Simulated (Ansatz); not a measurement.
# ReSb: strong compression

The task here is to estimate one member of a computed series from the others.

Computed with Ansatz 0.2.0 (DFT LDA, with the methods named in each step, unless a step's input says otherwise).

## Starting point

Symmetry: Fm-3m, No. 225, cubic system. The conventional cell has a = 5.557 Å, b = 5.557 Å, c = 5.557 Å, α = 90.00°, β = 90.00°, γ = 90.00°. Around Re (site symmetry m-3m) lie 6 Sb at 2.78 Å. Sb (site symmetry m-3m) is surrounded by 6 Re at 2.78 Å.

As a file:

```
Re Sb
1.0
     0.00000    2.77829    2.77829
     2.77829    0.00000    2.77829
     2.77829    2.77829    0.00000
Re Sb
1 1
Direct
  0.00000 0.00000 0.00000
  0.50000 0.50000 0.50000
```

Whether this phase is the stable one at these pressures isn't tested.

Atoms are numbered in the order of the input: Re1, Sb2.

The first run:

Input file input.yaml:

```yaml
crystal:
  lattice:
    - [0.0, 2.7782923598, 2.7782923598]
    - [2.7782923598, 0.0, 2.7782923598]
    - [2.7782923598, 2.7782923598, 0.0]
  atoms:
    - { symbol: Re, position: [0.0, 0.0, 0.0] }
    - { symbol: Sb, position: [0.5, 0.5, 0.5] }
kpoints:
  mp_grid: { grid: [12, 12, 12] }
scf:
  occupations: { method: fermi_dirac, width: 0.08 }
hamiltonian:
  xc: lda
  pseudopotentials: { kind: paw }
output:
  forces: true
  stress: true
  write_density: true
  write_potential: true
  elf: true
  volumetric_format: npy
relax:
  f_tol: 0.005
  max_steps: 40
  cell: {}
```

Run with:

```sh
$ ansatz run input.yaml --threads 1 --pin off --max-ram 2048MiB --backend cpu --events-out ev --progress --plain --runs-dir out
```

Among the steps run: Cell relaxed at zero pressure, PAW; Volume scaled by 1, PAW; Volume scaled by 0.88, PAW; Volume scaled by 0.78, PAW; Volume scaled by 0.68, PAW; Volume scaled by 0.58, PAW; Volume scaled by 0.5, PAW; Volume scaled by 0.43, PAW; Volume scaled by 0.43, PAW (level accurate).

One of the session's tables, all rows but one given; the rest of the session is left out.

| method | volume over the first | volume (Å³/atom) | pressure (GPa) |
| --- | --- | --- | --- |
| PAW | 1 | 19.366 | 0.00 |
| PAW | 0.88 | 17.042 | 28.50 |
| PAW | 0.78 | 15.105 | 72.99 |
| PAW | 0.68 | ? | ? |
| PAW | 0.58 | 11.232 | 311.13 |
| PAW | 0.5 | 9.683 | 548.95 |
| PAW | 0.43 | 8.327 | 930.26 |
| PAW (level accurate) | 0.43 | 8.327 | 927.12 |

Estimate the missing values for PAW, 0.68.

**Answer.** volume (Å³/atom): 13.169; pressure (GPa): 154.53. In the column «volume (Å³/atom)» it lies between PAW, 0.58 (11.232) and PAW, 0.78 (15.105).

Limits of these values: At pressures up to 930 GPa the PAW spheres may overlap and frozen cores may not hold, so those PAW values are rough without an all-electron check.
